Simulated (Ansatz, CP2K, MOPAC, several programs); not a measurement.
Energy against volume for SrLi2SnS4 (from a published structure), at fixed shape and fractional coordinates, computed by several methods (PBE and r2SCAN, where shown, with plane waves in Ansatz); the cell shown is that of r2SCAN. With free coordinates or axes held, a curve is too stiff, and on another method's shape its minimum isn't the method's own volume. Space group I-42m (No. 121), tetragonal; a = 6.684 Å, c = 8.029 Å in the conventional setting, 22.42 Å³ an atom. Around Li lie 4 S at 2.48 Å; around Sr lie 8 S at 3.09–3.29 Å; around Sn lie 4 S at 2.39 Å; around S lie 1 Sn at 2.39 Å and 2 Li at 2.48 Å and 2 Sr at 3.09–3.29 Å. Computed at 0 K without zero-point motion; spin polarisation is off. Energies count from each curve's lowest point; fits are third-order Birch-Murnaghan.

```cif
data_structure
_symmetry_space_group_name_H-M 'I-42m'
_symmetry_Int_Tables_number 121
_cell_length_a 6.6844
_cell_length_b 6.6844
_cell_length_c 8.0287
_cell_angle_alpha 90.000
_cell_angle_beta 90.000
_cell_angle_gamma 90.000
_cell_volume 358.73
loop_
_atom_site_label
_atom_site_type_symbol
_atom_site_symmetry_multiplicity
_atom_site_Wyckoff_symbol
_atom_site_fract_x
_atom_site_fract_y
_atom_site_fract_z
_atom_site_occupancy
Li1 Li 4 d 0.50000 0.00000 0.25000 1
Sr1 Sr 2 b 0.00000 0.00000 0.50000 1
Sn1 Sn 2 a 0.00000 0.00000 0.00000 1
S1 S 8 i 0.20762 0.20762 0.82920 1
```

Q: PBE/SZV (CP2K), on the shape of the cell shown, gives
```csv
V (Å³/atom),E (meV/atom)
19.730,155.66
21.075,64.26
22.421,16.28
23.766,0.00
25.111,6.93
```
What equilibrium volume and bulk modulus follow?

A: V₀ = 23.97 Å³ an atom and B₀ = 47 GPa.

Q: light PBE (260 eV, its own mesh), on the shape of the cell shown, gives
```
V (Å³/atom)  E (meV/atom)
     20.627         46.36
     21.524         16.28
     22.421          1.59
     23.318          0.00
     24.214         10.87
     25.111         30.62
```
What equilibrium volume and bulk modulus follow?

A: V₀ = 22.95 Å³ an atom and B₀ = 56 GPa.

PM7 (MOPAC), on the shape of the cell shown, as a cluster of 64 atoms at the zone centre:
```csv
V (Å³/atom),E (meV/atom)
19.730,77.53
21.075,20.82
22.421,0.00
23.766,4.22
25.111,39.13
```
The points scatter about a smooth fit, so no fit is quoted.

PBE, on the shape of its own relaxed cell:
```csv
V (Å³/atom),E (meV/atom)
21.391,14.81
22.073,3.53
22.756,0.00
23.439,3.08
24.121,11.76
```
V₀ = 22.76 Å³ an atom and B₀ = 51 GPa.

PBE/DZVP (CP2K), on the shape of the cell shown:
```csv
V (Å³/atom),E (meV/atom)
19.730,96.42
21.075,28.49
22.421,0.00
23.766,0.35
25.111,21.84
```
V₀ = 23.06 Å³ an atom and B₀ = 50 GPa.
